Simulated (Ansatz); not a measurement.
# C₄H₇Cl₃Si₂: up Jacob's ladder to CCSD(T)

One table from this session's results is given with a row withheld; the runs are named, their logs left out.

Method: functionals in def2-TZVPP, the program's frozen cores in correlated methods; program: Ansatz 0.2.0, Gaussian basis.

The runs, in order: LDA (SPW92), PBE-D4, revPBE-D4, BLYP-D4, r2SCAN-D4, B97M-V, PBE0-D4, B3LYP-D4, r2SCANh-D4, r2SCAN0-D4, HSE06-D4, BHLYP-D4, CAM-B3LYP-D4, LC-ωPBE, ωB97X-V, ωB97M-V, B2PLYP, PBE-QIDH; CCSD(T)/def2-SVP; CCSD(T)/def2-TZVPP; MP2/def2-QZVPP; extrapolation to the limit; RPA on PBE.

## The relaxed structure

All runs share one geometry, relaxed beforehand with PBE0-D4 in a triple-zeta def2 set.

SMILES `C=C[SiH](Cl)/C=C\[SiH](Cl)Cl`, 16 atoms, charge 0, spin multiplicity 1.

Atoms are counted from 1 here; the program's logs count them from 0.

Bond lengths: C1–C2 1.331 Å, C1–H10 1.086 Å, C1–H11 1.086 Å, C2–Si3 1.852 Å, C2–H12 1.089 Å, Si3–Cl4 2.065 Å, Si3–C5 1.868 Å, Si3–H13 1.483 Å, C5–C6 1.337 Å, C5–H14 1.091 Å, C6–Si7 1.853 Å, C6–H15 1.092 Å, Si7–Cl8 2.050 Å, Si7–Cl9 2.045 Å, Si7–H16 1.470 Å. Angles: C2–C1–H10 121.9°, C2–C1–H11 122.0°, H10–C1–H11 116.0°, C1–C2–Si3 123.6°, C1–C2–H12 118.6°, Si3–C2–H12 117.8°, C2–Si3–Cl4 108.8°, C2–Si3–C5 111.9°, C2–Si3–H13 111.4°, Cl4–Si3–C5 110.4°, Cl4–Si3–H13 105.8°, C5–Si3–H13 108.4°, Si3–C5–C6 127.8°, Si3–C5–H14 115.0°, C6–C5–H14 117.3°, C5–C6–Si7 127.2°, C5–C6–H15 118.4°, Si7–C6–H15 114.4° and more.

The first run:

File in.yaml:

```yaml
crystal:
  periodic: [false, false, false]
  atoms:
    - {symbol: C, position_ang: [-1.398364, -1.356245, 0.969640]}
    - {symbol: C, position_ang: [-1.940537, -0.343231, 0.298258]}
    - {symbol: Si, position_ang: [-1.126715, 1.308578, 0.104599]}
    - {symbol: Cl, position_ang: [-1.211824, 1.862905, -1.882529]}
    - {symbol: C, position_ang: [0.643742, 1.287539, 0.698564]}
    - {symbol: C, position_ang: [1.651389, 0.535626, 0.243010]}
    - {symbol: Si, position_ang: [1.592511, -0.695874, -1.139797]}
    - {symbol: Cl, position_ang: [2.049929, -2.538280, -0.364846]}
    - {symbol: Cl, position_ang: [3.034060, -0.193648, -2.499979]}
    - {symbol: H, position_ang: [-1.907239, -2.309289, 1.081434]}
    - {symbol: H, position_ang: [-0.420059, -1.280805, 1.435073]}
    - {symbol: H, position_ang: [-2.924577, -0.480150, -0.147773]}
    - {symbol: H, position_ang: [-1.858053, 2.362112, 0.848664]}
    - {symbol: H, position_ang: [0.861958, 1.970384, 1.521507]}
    - {symbol: H, position_ang: [2.631712, 0.641735, 0.711150]}
    - {symbol: H, position_ang: [0.299167, -0.794056, -1.832478]}
basis:
  gaussian: {orbitals: def2-TZVPP}
hamiltonian: {xc: lda}
output: {orbitals: {seedname: orbitals}}
```

Steps of the session up to this table: LDA; PBE-D4 (GGA); revPBE-D4 (GGA); BLYP-D4 (GGA); r2SCAN-D4 (meta-GGA); B97M-V (meta-GGA); PBE0-D4 (hybrid); B3LYP-D4 (hybrid); r2SCANh-D4 (hybrid); r2SCAN0-D4 (hybrid); HSE06-D4 (hybrid); BHLYP-D4 (hybrid); CAM-B3LYP-D4 (range-separated); LC-ωPBE (range-separated); ωB97X-V (range-separated); ωB97M-V (range-separated); B2PLYP (double hybrid); PBE-QIDH (double hybrid).

One table of the session follows, with a row left open; its other results are not shown here.

It belongs to the step «Frontier levels by functional». 

| functional | HOMO (eV) | LUMO (eV) | gap (eV) |
| --- | --- | --- | --- |
| LDA (SPW92) | -7.20 | -2.98 | 4.21 |
| PBE-D4 | -7.08 | -2.72 | 4.36 |
| revPBE-D4 | -7.03 | -2.62 | 4.41 |
| BLYP-D4 | -6.95 | -2.52 | 4.43 |
| r2SCAN-D4 | -7.37 | -2.59 | 4.78 |
| B97M-V | -7.41 | -2.54 | 4.87 |
| PBE0-D4 | -8.31 | -1.81 | 6.50 |
| B3LYP-D4 | -8.08 | -1.97 | 6.12 |
| r2SCANh-D4 | -7.82 | -2.25 | 5.57 |
| r2SCAN0-D4 | -8.49 | -1.75 | 6.74 |
| HSE06-D4 | -7.91 | -2.19 | 5.72 |
| BHLYP-D4 | -9.33 | -0.72 | 8.61 |
| CAM-B3LYP-D4 | -9.64 | -0.65 | 8.99 |
| LC-ωPBE | ? | ? | ? |
| ωB97X-V | -10.66 | 0.35 | 11.01 |
| ωB97M-V | -10.51 | 0.23 | 10.74 |

**Question.** Estimate the row for LC-ωPBE.

As computed: HOMO (eV): -11.03; LUMO (eV): 0.41; gap (eV): 11.44. In the column «HOMO (eV)» it is the lowest.
